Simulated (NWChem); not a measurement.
# SnF4 (SMILES [F][Sn]([F])([F])[F]) at 3 levels

Aim: a comparison of 3 runs (HF/STO-3G, HF/3-21G, MP2/def2-SVP) of SnF4. 

The calculation is run with NWChem 7.3.0.

### 1 The structure to begin with

SnF4: 5 atoms, total charge 0, spin state singlet. As SMILES, `[F][Sn]([F])([F])[F]`. Geometry: a GFN2-xTB relaxation, a rough one for these elements and not checked as a minimum.

Bond lengths: Sn1–F2 1.915 Å, Sn1–F3 1.915 Å, Sn1–F4 1.915 Å, Sn1–F5 1.915 Å. Angles: F2–Sn1–F3 109.5°, F2–Sn1–F4 109.5°, F2–Sn1–F5 109.4°, F3–Sn1–F4 109.4°, F3–Sn1–F5 109.5°, F4–Sn1–F5 109.5°.

### 2 Energy and forces at HF/STO-3G (run 1)

Input file calc.nw:

```
START calc
memory total 2200 mb
GEOMETRY units angstroms noautosym nocenter noautoz
   Sn     0.000020     0.000320     0.000390
   F      0.010500    -0.019090     1.915570
   F      1.801860     0.011010    -0.648980
   F     -0.909900     1.567510    -0.619170
   F     -0.902480    -1.559760    -0.647810
END
BASIS "ao basis" spherical bse
   Sn library STO-3G
   F library STO-3G
END
SCF
   singlet
   rhf
   thresh 1e-08
   maxiter 80
END
TASK scf gradient
```

Launch:

```
$ nwchem calc.nw > calc.out
```

Log:

```text
[...]
  functions       =    47
[...]
  wavefunction    = RHF
[...]
         Total SCF energy =  -6355.457573156402
      One-electron energy =  -9958.530965932205
      Two-electron energy =   3023.519837755013
 Nuclear repulsion energy =    579.553555020790
        Time for solution =      5.8s
[...]
                         RHF ENERGY GRADIENTS
    atom               coordinates                        gradient
                 x          y          z           x          y          z
   1 Sn      0.000038   0.000605   0.000737   -0.000018   0.000133   0.000080
   2 F       0.019842  -0.036075   3.619902    0.000115  -0.000266   0.022509
   3 F       3.405022   0.020806  -1.226394    0.021174   0.000126  -0.007663
   4 F      -1.719462   2.962164  -1.170062   -0.010657   0.018363  -0.007302
   5 F      -1.705440  -2.947519  -1.224183   -0.010614  -0.018356  -0.007624
[...]
```

It took 8.7 s on 1 thread of Intel Xeon Platinum 8488C (Sapphire Rapids), shared host; peak memory 0.1 GiB.

### 3 Energy and gradient at HF/3-21G (run 2)

Input file mymol.xyz:

```xyz
5

Sn     0.000020     0.000320     0.000390
F      0.010500    -0.019090     1.915570
F      1.801860     0.011010    -0.648980
F     -0.909900     1.567510    -0.619170
F     -0.902480    -1.559760    -0.647810
```

Input file mymol.nw:

```
start mymol
memory total 2200 mb

geometry units angstroms noautosym nocenter noautoz
 load format xyz mymol.xyz
end

basis spherical bse
 * library 3-21G
end

scf
 thresh 1e-08
 maxiter 80
end

task scf gradient
```

Launch:

```
$ nwchem mymol.nw > mymol.out
```

Log:

```text
[...]
  functions       =    67
[...]
  wavefunction    = RHF
[...]
         Total SCF energy =  -6392.023062164898
      One-electron energy =  -9980.973622430452
      Two-electron energy =   3009.397005244763
 Nuclear repulsion energy =    579.553555020790
        Time for solution =      9.3s
[...]
                         RHF ENERGY GRADIENTS
    atom               coordinates                        gradient
                 x          y          z           x          y          z
   1 Sn      0.000038   0.000605   0.000737   -0.000020   0.000153   0.000092
   2 F       0.019842  -0.036075   3.619902    0.000203  -0.000435   0.038868
   3 F       3.405022   0.020806  -1.226394    0.036550   0.000215  -0.013210
   4 F      -1.719462   2.962164  -1.170062   -0.018421   0.031733  -0.012594
   5 F      -1.705440  -2.947519  -1.224183   -0.018312  -0.031665  -0.013156
[...]
```

Wall time 11 s (1 thread of Intel Xeon Platinum 8488C (Sapphire Rapids), shared host); peak memory 0.1 GiB.

### 4 Energy and gradient at MP2/def2-SVP (core potential) (run 3)

Input file run.py:

```python
from ase import Atoms
from ase.calculators.nwchem import NWChem

molecule = Atoms(['Sn', 'F', 'F', 'F', 'F'], positions=[
    [0.000020, 0.000320, 0.000390],
    [0.010500, -0.019090, 1.915570],
    [1.801860, 0.011010, -0.648980],
    [-0.909900, 1.567510, -0.619170],
    [-0.902480, -1.559760, -0.647810],
])

calc = NWChem(
    label='nw',
    theory='mp2',
    memory='2200 mb',
    basis='def2-SVP',
    basispar='spherical bse',
    scf={'nopen': '0', 'rhf': None, 'thresh': '1e-08', 'maxiter': '80'},
    mp2={'freeze': 'core 8', 'tight': None},
    **{'ecp bse': {'Sn library': 'def2-SVP'}},
)
molecule.calc = calc

forces = molecule.get_forces()
e = molecule.get_potential_energy()
print(f"E = {e:.6f} eV")
print("forces (eV/A):")
for s, f in zip(molecule.symbols, forces):
    print(f"{s:2s} {f[0]:10.5f} {f[1]:10.5f} {f[2]:10.5f}")
```

Launch:

```
$ export ASE_NWCHEM_COMMAND="nwchem PREFIX.nwi > PREFIX.nwo"
$ python run.py
```

Log:

```text
E = -16645.686530 eV
forces (eV/A):
Sn    0.00118   -0.00612   -0.00262
F    -0.00154    0.00540   -0.35497
F    -0.33306   -0.00180    0.12177
F     0.16640   -0.28673    0.11560
F     0.16702    0.28925    0.12028
```

The calculator wrote nw.nwi:

```
title "nw"

permanent_dir nw

scratch_dir nw

start nw

geometry units angstrom nocenter noautosym noautoz
  Sn 2.0000000000000002e-05 3.2000000000000003e-04 3.8999999999999999e-04
  F  1.0500000000000001e-02 -1.9089999999999999e-02 1.9155700000000000e+00
  F  1.8018600000000000e+00 1.1010000000000001e-02 -6.4898000000000000e-01
  F  -9.0990000000000004e-01 1.5675100000000000e+00 -6.1917000000000000e-01
  F  -9.0247999999999995e-01 -1.5597600000000000e+00 -6.4781000000000000e-01
end

memory 2200 mb

basis spherical bse noprint
   * library def2-SVP
end

scf
  nopen 0
  rhf
  thresh 1e-08
  maxiter 80
end
mp2
  freeze core 8
  tight
end
ecp bse
  Sn library def2-SVP
end

task mp2 gradient
```

nw.nwo, shortened:

```text
[...]
         Total SCF energy =   -610.854178964034
[...]
                         mp2 ENERGY GRADIENTS
    atom               coordinates                        gradient
                 x          y          z           x          y          z
   1 Sn      0.000038   0.000605   0.000737   -0.000023   0.000119   0.000051
   2 F       0.019842  -0.036075   3.619902    0.000030  -0.000105   0.006903
   3 F       3.405022   0.020806  -1.226394    0.006477   0.000035  -0.002368
   4 F      -1.719462   2.962164  -1.170062   -0.003236   0.005576  -0.002248
   5 F      -1.705440  -2.947519  -1.224183   -0.003248  -0.005625  -0.002339
[...]
```

Run time: 36 s. Hardware: 1 thread of Intel Xeon Platinum 8488C (Sapphire Rapids), shared host; peak memory 0.3 GiB.

### 5 All runs side by side

```csv
run,level,module,core potential,energy (Eh),dipole moment (D),HOMO energy (eV),LUMO energy (eV),wall time
1,HF/STO-3G,scf,–,-6355.457573,0.01,-10.07,7.95,8.7 s
2,HF/3-21G,scf,–,-6392.023062,0.01,-16.26,0.70,11 s
3,MP2/def2-SVP (core potential),mp2,def2-SVP,-611.717702,0.01,-17.60,-0.06,36 s
```

### 6 What came out

| quantity | value |
| --- | --- |
| run 3: total energy | -611.71770 Eh |
| run 3: dipole moment (of the density that the program reports) | 0.01 D |
| run 3: HOMO energy (Hartree–Fock orbitals) | -17.60 eV |
| run 3: LUMO energy (Hartree–Fock orbitals) | -0.06 eV |
| run 3: HOMO–LUMO gap (Hartree–Fock orbitals) | 17.54 eV |
| run 3: correlation energy (8 core orbitals frozen) | -863.5 mEh |
| run 3: largest force on an atom | 0.355 eV/Å |

What this shows: Some runs of one species differ in core potentials or relativity; totals across that change don't compare. In run 1 the basis is minimal, so the values are rough. In runs 1, 2 relativity is left out where basis or elements ask for it. All runs together took 56 s, the longest 36 s.
